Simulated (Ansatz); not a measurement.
# GePbSe2: the cost of one run

Method: DFT PBEsol, scalar-relativistic, plane waves, PAW, in Ansatz 0.2.0.

## Step 1: The system as given

The structure is tetragonal, space group P4/mmm (No. 123). The conventional cell has a = 4.482 Å, b = 4.482 Å, c = 6.342 Å, α = 90.00°, β = 90.00°, γ = 90.00°. Ge (site symmetry 4/mmm) has 6 Te at 3.17 Å as nearest neighbours. Around Te (site symmetry 4/mmm) lie 4 Pb at 3.17 Å and 2 Ge at 3.17 Å. Around Te (site symmetry 4/mmm) lie 4 Ge at 3.17 Å and 2 Pb at 3.17 Å. Pb (site symmetry 4/mmm) has 6 Te at 3.17 Å as nearest neighbours.

Structure file:

```xyz
4
Lattice="4.4816 0.0000 0.0000 0.0000 4.4816 0.0000 0.0000 0.0000 6.3420" Properties=species:S:1:pos:R:3 pbc="T T T"
Ge    0.0000    0.0000    0.0000
Te    0.0000    0.0000    3.1710
Te    2.2408    2.2408    0.0000
Pb    2.2408    2.2408    3.1710
```

The structure comes from the Materials Project (structure only).

## Step 2: One element swapped, cell strained: Te → Se, first probe

The change: Se takes all sites of Te, and lengths are scaled by 0.960 as a first guess of the size; strain xx, yy, zz, yz, xz, xy = -1.7, -1.7, -0.2, +0.0, +0.0, +0.0 %.

Contents of input.yaml:

```yaml
crystal:
  lattice:
    - [4.2313227707, 0.0, 0.0]
    - [0.0, 4.2313227707, 0.0]
    - [0.0, 0.0, 6.0791114984]
  atoms:
    - { symbol: Ge, position: [0.0, 0.0, 0.0] }
    - { symbol: Se, position: [0.0, 0.0, 0.5] }
    - { symbol: Se, position: [0.5, 0.5, 0.0] }
    - { symbol: Pb, position: [0.5, 0.5, 0.5] }
basis:
  ecutwfc: 420
kpoints:
  mp_grid: { grid: [4, 4, 4] }
hamiltonian:
  xc: pbesol
scf:
  occupations: { method: gaussian, width: 0.1 }
output:
  forces: true
  stress: true
  eigenvalues: true
```

Q: Estimate wall time and peak memory on 1 thread of an x86-64 CPU, shared host.

About 3.3 s, with a peak of 0.47 GiB.
